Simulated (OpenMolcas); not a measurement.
# Cu²⁺ among point charges: CASSCF and CASPT2 levels and susceptibility

How does a field of 6 point charges split the states of Cu²⁺, and what χT follows?

The numbers are computed with OpenMolcas 26.06 (state-averaged CASSCF and CASPT2, spin-orbit coupling by RASSI with atomic mean-field integrals), except any that are marked as measured or tabulated.

## (1) The atom as given

- Species: Cu²⁺ (copper, Z = 29, 27 electrons)
- Basis: ANO-RCC-VDZP [5s4p2d1f], 34 functions
- Scalar Hamiltonian: DKH2, point nucleus
- Inactive shells: 1s 2s 2p 3s 3p
- Active space: 9 electrons in 5 orbitals (3d)
- Some configurations of this space: 3d⁹
- Orbitals: optimised for each spin and parity, averaged over all roots

Outer shells as boxes (Hund's rule):

3d9
```
3d [↑↓][↑↓][↑↓][↑↓][↑ ]
```

The ion sits among 6 point charges of -2 e arranged as an octahedron (Oh), 1.93 Å from the ion.

Each step is its own input file, run in one work folder so that later steps find the files of earlier ones. Labels, J, g values, rates, χT and fits are worked out afterwards by a script from the matrices that RASSI stores. The input lists half of the charges; inversion (Group=XYZ) makes the rest.

## (2) One- and two-electron integrals

File a.inp:

```
&GATEWAY
Coord
1

Cu 0.0 0.0 0.0
Basis=ANO-RCC-VDZP
Group=XYZ
NoMove
AngMom=0.0 0.0 0.0
AMFI
XField
3 Angstrom 0
1.930000 0.000000 0.000000 -2.000000
0.000000 1.930000 0.000000 -2.000000
0.000000 0.000000 1.930000 -2.000000
&SEWARD
```

Run with:

```sh
OMP_NUM_THREADS=1 MOLCAS_MEM=1689 MOLCAS_PROJECT=a pymolcas a.inp > a.log
```

Output:

```text
Basis set label: CU.ANO-RCC...5S4P2D1F.

      Electronic valence basis set:
      ------------------
      Associated Effective Charge  29.000000 au
      Associated Actual Charge     29.000000 au
      Nuclear Model: Point charge

      Shell  nPrim  nBasis  Cartesian Spherical Contaminant
         s      21       5        X
         p      15       4        X
         d      10       2                 X
         f       6       1                 X
                  Relativistic Douglas-Kroll-Hess integrals:
                    - DKH order of Hamiltonian: 2
                    - DKH order of Properties : 0
                  Atomic mean-field integrals
```

## (3) CASSCF: doublets of even parity, 5 roots

File a.inp:

```
&RASSCF
FileOrb=start.orb
Symmetry=1
Spin=2
nActEl=9 0 0
Inactive=3 6
Ras2=5 0
CIRoot=5 5 1
SDav=5
CIMx=300
Iter=120 100
PrWF=0.3
OrbListing=Nothing
MaxOrb=0
>>> COPY $Project.JobIph JOB001
```

Run with:

```sh
OMP_NUM_THREADS=1 MOLCAS_MEM=1689 MOLCAS_PROJECT=a pymolcas a.inp > a.log
```

start.orb holds the contracted functions of the basis, ordered by shell, or the orbitals of the step before.

Output, cut to the lines that bear on the results:

```text
[...]
      Number of active orbitals                  5
[...]
      Spin quantum number                      0.5
[...]
      Active orbitals                            5   0
[...]
      Number of CSFs                             5
      Number of root(s) required                 5
[...]
      Convergence after 10 iterations
[...]
      Natural orbitals and occupation numbers for root  1
      sym 1:   2.000000   2.000000   1.000000   2.000000   2.000000
      Natural orbitals and occupation numbers for root  2
      sym 1:   2.000000   2.000000   1.000000   2.000000   2.000000
      Natural orbitals and occupation numbers for root  3
      sym 1:   2.000000   2.000000   2.000000   1.000000   2.000000
::    RASSCF root number  1 Total energy:  -1658.80782292
::    RASSCF root number  2 Total energy:  -1658.80782292
::    RASSCF root number  3 Total energy:  -1658.78866657
::    RASSCF root number  4 Total energy:  -1658.78866657
::    RASSCF root number  5 Total energy:  -1658.78866657
```

## (4) State interaction with spin-orbit coupling

File a.inp:

```
&RASSI
NrOfJobIphs=1 5
1 2 3 4 5
IphNames
JOB001
EJob
SpinOrbit
DIPRint=1.0
SOCoupling=1000.0
Subsets=2
Property=9
'ANGMOM' 1 'ANGMOM' 2 'ANGMOM' 3 'MLTPL  1' 1 'MLTPL  1' 2 'MLTPL  1' 3
'AMFI' 1 'AMFI' 2 'AMFI' 3
SOProperty=3
'ANGMOM' 1 'ANGMOM' 2 'ANGMOM' 3
```

Output, cut to the lines that bear on the results:

```text
SPIN-FREE ENERGIES:
  (Shifted by EMIN (a.u.) =      -1658.8078229207)
 SF State       Relative EMIN(au)   Rel lowest level(eV)    D:o, cm**(-1)      L_eff
     1             0.0000000000        0.0000000000              0.0000         2.0
     2             0.0000000000        0.0000000000              0.0000         2.0
     3             0.0191563518        0.5212708870           4204.3332         2.0
     4             0.0191563518        0.5212708870           4204.3332         2.0
     5             0.0191563518        0.5212708870           4204.3332         2.0
     Dipole printing threshold changed to   1.00000000E+00
Eigenvalues of complex Hamiltonian:
   -----------------------------------
  (Shifted by EMIN (a.u.) =      -1658.8078229207)
 SO State       Relative EMIN(au)   Rel lowest level(eV)    D:o, cm**(-1)     J-value
     1            -0.0010174219        0.0000000000              0.0000         1.3
     2            -0.0010174219        0.0000000000              0.0000         1.3
     3            -0.0010174219        0.0000000000              0.0000         2.3
     4            -0.0010174219        0.0000000000              0.0000         2.2
     5             0.0153910303        0.4464967307           3601.2390         2.0
     6             0.0153910303        0.4464967307           3601.2390         2.0
     7             0.0220564344        0.6278716167           5064.1261         1.5
     8             0.0220564344        0.6278716167           5064.1261         1.5
     9             0.0220564344        0.6278716167           5064.1261         1.2
    10             0.0220564344        0.6278716167           5064.1261         1.2
Weights of the five most important spin-orbit-free states for each spin-orbit state.
[...]
```

These steps: 1.2 s of run time, 1 thread, shared host.

Spin-free states, with their symmetry labels:

```csv
state,degeneracy,E (cm-1),free-ion L (%)
2E,2,0,D (100)
2T2,3,4204,D (100)
```

With spin-orbit coupling:

```csv
E (cm-1),Degeneracy,Label,2S+1,g
0.0,4,Γ8,2,
3601,2,Γ7,2,2.00 2.00 2.00
5064,4,Γ8,2,
```

Principal g values are given for doublets only; a zero marks a field direction without first-order Zeeman splitting.

Powder χT (cm³ K/mol): 0.67 at 2 K, 0.67 at 5 K, 0.67 at 10 K, 0.67 at 20 K, 0.68 at 50 K, 0.69 at 100 K, 0.70 at 150 K, 0.72 at 200 K, 0.73 at 250 K, 0.74 at 300 K.

A ligand-field fit to the states below 45000 cm-1 gives 10Dq = 4204 cm-1, the gap between the two states.

## (5) CASPT2: IPEA 0.25, imaginary shift 0.1 (closed shells correlated: 3s 3p)

File a.inp:

```
>>> COPY JOB001 $Project.JobIph
&CASPT2
Multistate=5 1 2 3 4 5
NoMult
Frozen=2 3
IPEA=0.25
Imaginary=0.1
MaxIter=60
WThr=0.0 0.3 0.05
PrWF=0.5
NoMix
```

Output:

```text
Orbital specifications:
      -----------------------

      Symmetry species                           1   2
                                                ag  au
      Frozen orbitals                            2   3
      Inactive orbitals                          1   3
      Active orbitals                            5   0
      Secondary orbitals                         7  13
      Deleted orbitals                           0   0
      Number of basis functions                 15  19
Type of calculation                        SS-CASPT2
      Fock operator                              state-specific
      IPEA shift                                 0.25
      Real shift                                 0.00
      Imaginary shift                            0.10
      The input orbitals will be transformed to quasi-canonical
Reference energy:       -1658.8078229207
      E2 (Non-variational):      -0.5287566749
      Shift correction:          -0.0001364716
      E2 (Variational):          -0.5288931465
      Total energy:           -1659.3367160672
      Residual norm:              0.0000002616
      Reference weight:           0.93108
      Contributions to the CASPT2 correlation energy
      Active & Virtual Only:         -0.3036892744
      One Inactive Excited:          -0.1754396033
      Two Inactive Excited:          -0.0496277972
Reference energy:       -1658.8078229207
      E2 (Non-variational):      -0.5287591197
      Shift correction:          -0.0001366161
      E2 (Variational):          -0.5288957358
      Total energy:           -1659.3367186565
      Residual norm:              0.0000003518
      Reference weight:           0.93107
      Contributions to the CASPT2 correlation energy
      Active & Virtual Only:         -0.3036911901
      One Inactive Excited:          -0.1754400790
      Two Inactive Excited:          -0.0496278507
::    CASPT2 Root  1     Total energy:  -1659.33671607
::    CASPT2 Root  2     Total energy:  -1659.33671866
::    CASPT2 Root  3     Total energy:  -1659.31436502
::    CASPT2 Root  4     Total energy:  -1659.31436366
::    CASPT2 Root  5     Total energy:  -1659.31436502
```

This run took 0.37 s in all on 1 thread, shared host.

SS-CASPT2: lowest energy less the reference's lowest, -0.5289 hartree; reference weights 0.931 to 0.932.

States without spin-orbit coupling:

```csv
state,degeneracy,E (cm-1),free-ion L (%)
2E,2,0,D (100)
2T2,3,4906,D (100)
```

With spin-orbit coupling:

| E (cm-1) | Degeneracy | Label | 2S+1 | g |
| --- | --- | --- | --- | --- |
| 0 | 4 | Γ8 | 2 |  |
| 4280 | 2 | Γ7 | 2 | 2.00 2.00 2.00 |
| 5710 | 4 | Γ8 | 2 |  |

Powder χT (cm³ K/mol): 0.63 at 2 K, 0.63 at 5 K, 0.63 at 10 K, 0.64 at 20 K, 0.64 at 50 K, 0.65 at 100 K, 0.66 at 150 K, 0.67 at 200 K, 0.68 at 250 K, 0.69 at 300 K.

A ligand-field fit to the states below 45000 cm-1 gives 10Dq = 4906 cm-1, the gap between the two states.

## (6) The methods side by side

A. CASSCF
B. SS-CASPT2, IPEA 0.25, imaginary shift 0.1 (closed shells correlated: 3s 3p)

```csv
method,ground state,first state of that spin (cm-1),first gap with spin-orbit (cm-1),χT at 300 K
A,2E,2T2 4204,3601.2,0.74
B,2E,2T2 4906,4275.5,0.69
```

## (7) What came out

| quantity | value |
| --- | --- |
| method | SS-CASPT2, IPEA 0.25, imaginary shift 0.1 (closed shells correlated: 3s 3p) |
| spin-free ground state | 2E, 2-fold in its orbital part |
| first state of the same spin within the active space | 2T2 at 4910 cm⁻¹ |
| lowest level | 4-fold Γ8 |
| next level | 4275.5 cm⁻¹ |
| χT at 300 K | 0.69 cm³ K/mol |
| effective moment at 300 K | 2.35 μB |

Cost by method:

```csv
method,time of its own steps,time with the reference
A. CASSCF,1.2 s,1.2 s
"B. SS-CASPT2, IPEA 0.25, imaginary shift 0.1, +3s 3p",0.37 s,1.5 s
```

Times are of one thread on a shared host.

The spin-free ground state (2E) comes to 100 % from free-ion D terms and keeps the highest spin of the shell. χT at 300 K is 0.69, against 0.38 cm³ K/mol for the spin alone, so orbital moment adds to it. A ligand-field fit to the states below 45000 cm-1 gives 10Dq = 4906 cm-1, the gap between the two states. An orbital doublet at a regular site is open to a Jahn-Teller distortion, which this geometry leaves out. The field of point charges can differ much from that of real complexes. This is an electrostatic model: the charges have no orbitals.
